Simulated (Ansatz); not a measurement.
# HfN4H8 (SMILES N[Hf](N)(N)N): levels of theory compared

Aim: a comparison of 5 runs (HF/def2-SVP, HF/def2-TZVP, PBE0/def2-SVP, BLYP/def2-TZVP, MP2/def2-SVP) of HfN4H8. 

The results are computed with Ansatz 0.2.0.

4 further runs of the same task are left out: 2 for a known fault of the program, 1 that didn't finish, 1 set aside as unsound or not needed.

## (1) The system as given

HfN4H8: 13 atoms, total charge 0, spin state singlet. As SMILES, `N[Hf](N)(N)N`. Geometry: relaxed at PBE0-D4/def2-TZVP. This is one conformer, not always the lowest.

Bond lengths: N1–Hf2 2.048 Å, Hf2–N3 2.048 Å, Hf2–N4 2.048 Å, Hf2–N5 2.048 Å, N1–H6 1.010 Å, N1–H7 1.011 Å, N3–H8 1.011 Å, N3–H9 1.010 Å, N4–H10 1.010 Å, N4–H11 1.011 Å, N5–H12 1.010 Å, N5–H13 1.011 Å. Some angles: N1–Hf2–N3 108.5°, N1–Hf2–N4 109.9°, N1–Hf2–N5 109.9°, N3–Hf2–N4 110.0°, N3–Hf2–N5 110.0°, N4–Hf2–N5 108.5°, Hf2–N1–H6 127.0°, Hf2–N1–H7 124.3°, Hf2–N3–H8 124.3°, Hf2–N3–H9 127.0°.

## (2) Energy and gradient at HF/def2-SVP (core potential) (run 1)

Contents of run.yaml:

```yaml
basis:
  gaussian: {orbitals: def2-SVP}
crystal:
  periodic: [false, false, false]
  atoms:
    - {symbol: N, position_ang: [-1.892290, 0.539860, -0.567300]}
    - {symbol: Hf, position_ang: [0.000170, -0.000190, 0.000180]}
    - {symbol: N, position_ang: [-0.092830, -1.827950, 0.920030]}
    - {symbol: N, position_ang: [1.218200, -0.104950, -1.643110]}
    - {symbol: N, position_ang: [0.766900, 1.394050, 1.289870]}
    - {symbol: H, position_ang: [-2.332080, 1.439560, -0.439190]}
    - {symbol: H, position_ang: [-2.571790, -0.096310, -0.961490]}
    - {symbol: H, position_ang: [-0.819050, -2.103730, 1.566890]}
    - {symbol: H, position_ang: [0.512350, -2.620290, 0.761180]}
    - {symbol: H, position_ang: [0.933270, -0.115740, -2.611560]}
    - {symbol: H, position_ang: [2.228090, -0.081500, -1.605960]}
    - {symbol: H, position_ang: [0.882860, 1.300200, 2.288380]}
    - {symbol: H, position_ang: [1.166170, 2.276990, 1.002090]}
hamiltonian: {xc: hf}
accuracy: high
output: {forces: true, orbitals: {seedname: orbitals}}
```

The run is started by

```console
ansatz run run.yaml --threads 1 --pin off --max-ram 3480MiB --events-out events.jsonl --progress --plain --runs-dir runs
```

Output (excerpt; [...] marks lines left out):

```text
Warning: RAYON_NUM_THREADS=1 ignored (pool sized by the plan → 1); use --threads N
Functional definition: HF
  name "HF"
[...]
3138 factors; integrals over basis functions are off by at most 1.8e-8 eV
[...]
mean field -7344.65244261 eV, -269.9109988817 hartree, gradient 2.0e-8 eV, S^2 0.000000; 0 other end points of the search recorded, 0 dependent functions left out
[...]
reference -7344.65244261 eV, -269.9109988817 hartree; 24, 24 occupied and 104, 104 virtual orbitals, 3138 factors
Total energy: -7344.65244261 eV, -269.9109988817 hartree
Atom 0 at    -1.892290     0.539860    -0.567300 Å, force    -0.665781     0.144698    -0.135146 eV/Å
Atom 1 at     0.000170    -0.000190     0.000180 Å, force    -0.000486     0.001774    -0.001631 eV/Å
Atom 2 at    -0.092830    -1.827950     0.920030 Å, force    -0.088477    -0.634795     0.271779 eV/Å
Atom 3 at     1.218200    -0.104950    -1.643110 Å, force     0.429191     0.027991    -0.543935 eV/Å
Atom 4 at     0.766900     1.394050     1.289870 Å, force     0.324586     0.456205     0.412987 eV/Å
Atom 5 at    -2.332080     1.439560    -0.439190 Å, force     0.032383    -0.235305    -0.076794 eV/Å
Atom 6 at    -2.571790    -0.096310    -0.961490 Å, force     0.103922     0.218572     0.071389 eV/Å
Atom 7 at    -0.819050    -2.103730     1.566890 Å, force     0.216479    -0.009727    -0.130457 eV/Å
Atom 8 at     0.512350    -2.620290     0.761180 Å, force    -0.178171     0.139992     0.102588 eV/Å
Atom 9 at     0.933270    -0.115740    -2.611560 Å, force     0.148595    -0.010360     0.197614 eV/Å
Atom 10 at     2.228090    -0.081500    -1.605960 Å, force    -0.230850    -0.026194    -0.096620 eV/Å
Atom 11 at     0.882860     1.300200     2.288380 Å, force    -0.001151     0.105757    -0.225386 eV/Å
Atom 12 at     1.166170     2.276990     1.002090 Å, force    -0.090238    -0.178607     0.153613 eV/Å
Dipole moment:     0.000339    -0.001504     0.000860 e Å
```

It took 16 s on 1 thread of Arm Neoverse V1, shared host; peak memory 0.52 GiB.

## (3) Energy and gradient at HF/def2-TZVP (core potential) (run 2)

Contents of job.yaml:

```yaml
crystal:
  periodic: [false, false, false]
  atoms:
    - symbol: "N"
      position_ang: [-1.892290, 0.539860, -0.567300]
    - symbol: Hf
      position_ang: [0.000170, -0.000190, 0.000180]
    - symbol: N
      position_ang: [-0.092830, -1.827950, 0.920030]
    - symbol: "N"
      position_ang: [1.218200, -0.104950, -1.643110]
    - symbol: "N"
      position_ang: [0.766900, 1.394050, 1.289870]
    - symbol: H
      position_ang: [-2.332080, 1.439560, -0.439190]
    - symbol: H
      position_ang: [-2.571790, -0.096310, -0.961490]
    - symbol: H
      position_ang: [-0.819050, -2.103730, 1.566890]
    - symbol: H
      position_ang: [0.512350, -2.620290, 0.761180]
    - symbol: H
      position_ang: [0.933270, -0.115740, -2.611560]
    - symbol: H
      position_ang: [2.228090, -0.081500, -1.605960]
    - symbol: H
      position_ang: [0.882860, 1.300200, 2.288380]
    - symbol: H
      position_ang: [1.166170, 2.276990, 1.002090]
basis:
  gaussian:
    orbitals: def2-TZVP
hamiltonian:
  xc: hf
output: {forces: true, orbitals: {seedname: orbitals}}
accuracy: high
```

The run is started by

```console
ansatz run job.yaml --threads 1 --pin off --max-ram 3480MiB --events-out events.jsonl --progress --plain --runs-dir runs
```

Output (excerpt; [...] marks lines left out):

```text
Warning: RAYON_NUM_THREADS=1 ignored (pool sized by the plan → 1); use --threads N
Functional definition: HF
  name "HF"
[...]
3977 factors; integrals over basis functions are off by at most 1.2e-6 eV
[...]
mean field -7352.32362251 eV, -270.1929095432 hartree, gradient 1.4e-8 eV, S^2 0.000000; 0 other end points of the search recorded, 0 dependent functions left out
[...]
reference -7352.32362251 eV, -270.1929095432 hartree; 24, 24 occupied and 188, 188 virtual orbitals, 3977 factors
Total energy: -7352.32362251 eV, -270.1929095432 hartree
Atom 0 at    -1.892290     0.539860    -0.567300 Å, force    -1.008598     0.218508    -0.229873 eV/Å
Atom 1 at     0.000170    -0.000190     0.000180 Å, force    -0.000602     0.001538    -0.001317 eV/Å
Atom 2 at    -0.092830    -1.827950     0.920030 Å, force    -0.128535    -0.956856     0.434673 eV/Å
Atom 3 at     1.218200    -0.104950    -1.643110 Å, force     0.660849     0.022628    -0.823832 eV/Å
Atom 4 at     0.766900     1.394050     1.289870 Å, force     0.475891     0.709597     0.624646 eV/Å
Atom 5 at    -2.332080     1.439560    -0.439190 Å, force     0.219690    -0.531957    -0.101847 eV/Å
Atom 6 at    -2.571790    -0.096310    -0.961490 Å, force     0.347227     0.413348     0.211072 eV/Å
Atom 7 at    -0.819050    -2.103730     1.566890 Å, force     0.447453     0.103210    -0.355174 eV/Å
Atom 8 at     0.512350    -2.620290     0.761180 Å, force    -0.365900     0.436380     0.128137 eV/Å
Atom 9 at     0.933270    -0.115740    -2.611560 Å, force     0.206301    -0.004054     0.544657 eV/Å
Atom 10 at     2.228090    -0.081500    -1.605960 Å, force    -0.572247    -0.026935    -0.085187 eV/Å
Atom 11 at     0.882860     1.300200     2.288380 Å, force    -0.057282     0.098733    -0.572572 eV/Å
Atom 12 at     1.166170     2.276990     1.002090 Å, force    -0.224248    -0.484139     0.226616 eV/Å
Dipole moment:     0.000319    -0.001413     0.000739 e Å
```

Run time: 44 s. Hardware: 1 thread of Arm Neoverse V1, shared host; peak memory 1.2 GiB.

Runs 3 to 4 aren't shown in full; the table further down has their settings and results.

## (4) Energy and gradient at MP2/def2-SVP (core potential) (run 5)

Contents of molecule.yaml:

```yaml
crystal:
  periodic: [false, false, false]
  atoms:
    - {symbol: "N", position_ang: [-1.892290, 0.539860, -0.567300]}
    - {symbol: Hf, position_ang: [0.000170, -0.000190, 0.000180]}
    - {symbol: N, position_ang: [-0.092830, -1.827950, 0.920030]}
    - {symbol: "N", position_ang: [1.218200, -0.104950, -1.643110]}
    - {symbol: "N", position_ang: [0.766900, 1.394050, 1.289870]}
    - {symbol: H, position_ang: [-2.332080, 1.439560, -0.439190]}
    - {symbol: H, position_ang: [-2.571790, -0.096310, -0.961490]}
    - {symbol: H, position_ang: [-0.819050, -2.103730, 1.566890]}
    - {symbol: H, position_ang: [0.512350, -2.620290, 0.761180]}
    - {symbol: H, position_ang: [0.933270, -0.115740, -2.611560]}
    - {symbol: H, position_ang: [2.228090, -0.081500, -1.605960]}
    - {symbol: H, position_ang: [0.882860, 1.300200, 2.288380]}
    - {symbol: H, position_ang: [1.166170, 2.276990, 1.002090]}
basis:
  gaussian:
    orbitals: def2-SVP
correlation:
  method: mp2
  frozen_orbitals: {H: 0, Hf: 0, "N": 1}
accuracy: high
output: {forces: true, orbitals: {seedname: orbitals}}
```

The run is started by

```console
ansatz run molecule.yaml --threads 1 --pin off --max-ram 3480MiB --events-out events.jsonl --progress --plain --runs-dir runs
```

Output (excerpt; [...] marks lines left out):

```text
Warning: RAYON_NUM_THREADS=1 ignored (pool sized by the plan → 1); use --threads N
Functional definition: HF
  name "HF"
[...]
3138 factors; integrals over basis functions are off by at most 1.8e-8 eV
[...]
mean field -7344.65244261 eV, -269.9109988817 hartree, gradient 2.0e-8 eV, S^2 0.000000; 0 other end points of the search recorded, 0 dependent functions left out
4 core orbitals not correlated: weight in the atoms' cores, before any rotation towards them, 1.000 or more for the frozen orbitals, at most 0.000 for the correlated occupied ones
reference -7344.65244261 eV, -269.9109988817 hartree; 20, 20 occupied and 104, 104 virtual orbitals, 3138 factors
second order -25.18789717 eV of doubles, -0.00000000 eV of singles
[...]
Total energy: -7369.84033978 eV, -270.8366370298 hartree
Atom 0 at    -1.892290     0.539860    -0.567300 Å, force     0.454446    -0.100884     0.146407 eV/Å
[...]
Atom 3 at     1.218200    -0.104950    -1.643110 Å, force    -0.313907     0.024075     0.374086 eV/Å
Atom 4 at     0.766900     1.394050     1.289870 Å, force    -0.186388    -0.349660    -0.282929 eV/Å
Atom 5 at    -2.332080     1.439560    -0.439190 Å, force    -0.230455     0.344912     0.020335 eV/Å
Atom 6 at    -2.571790    -0.096310    -0.961490 Å, force    -0.288631    -0.228605    -0.169074 eV/Å
Atom 7 at    -0.819050    -2.103730     1.566890 Å, force    -0.270726    -0.133619     0.268417 eV/Å
Atom 8 at     0.512350    -2.620290     0.761180 Å, force     0.216402    -0.354730    -0.018495 eV/Å
Atom 9 at     0.933270    -0.115740    -2.611560 Å, force    -0.055421    -0.010694    -0.413563 eV/Å
Atom 10 at     2.228090    -0.081500    -1.605960 Å, force     0.405305    -0.002003    -0.014938 eV/Å
Atom 11 at     0.882860     1.300200     2.288380 Å, force     0.068855     0.021987     0.409636 eV/Å
Atom 12 at     1.166170     2.276990     1.002090 Å, force     0.155895     0.364084    -0.084488 eV/Å
Dipole moment:     0.000315    -0.001297     0.000773 e Å
```

Wall time 36 s (1 thread of Arm Neoverse V1, shared host); peak memory 0.66 GiB.

## (5) The series

```tsv
run	level	core potential	frozen core orbitals	energy (Eh)	dipole moment (D)	HOMO energy (eV)	LUMO energy (eV)	wall time
1	HF/def2-SVP (core potential)	def2-SVP	–	-269.910999	0.01	-10.01	2.59	16 s
2	HF/def2-TZVP (core potential)	def2-TZVP	–	-270.192910	0.01	-10.09	2.31	44 s
3	PBE0/def2-SVP (core potential)	def2-SVP	–	-271.551042	0.01	-6.53	0.37	31 s
4	BLYP/def2-TZVP (core potential)	def2-TZVP	–	-272.006837	0.01	-5.17	-0.53	52 s
5	MP2/def2-SVP (core potential)	def2-SVP	4	-270.836637	0.01	-10.01	2.59	36 s
```

## (6) Outcome

| quantity | value |
| --- | --- |
| run 5: total energy | -270.83664 Eh |
| run 5: dipole moment (correlated density) | 0.01 D |
| run 5: HOMO energy (Hartree–Fock orbitals) | -10.01 eV |
| run 5: LUMO energy (Hartree–Fock orbitals) | 2.59 eV |
| run 5: HOMO–LUMO gap (Hartree–Fock orbitals) | 12.61 eV |
| run 5: correlation energy (4 core orbitals frozen) | -925.6 mEh |
| run 5: largest force on an atom | 0.489 eV/Å |

In words: Over runs 1, 2, 3, 4 the HOMO–LUMO gap runs from 4.64 eV (BLYP/def2-TZVP) to 12.61 eV (HF/def2-SVP). The two ends differ in method and basis. Totals of different functionals can't be ranked against each other. All runs together took 3 min, the longest 52 s.
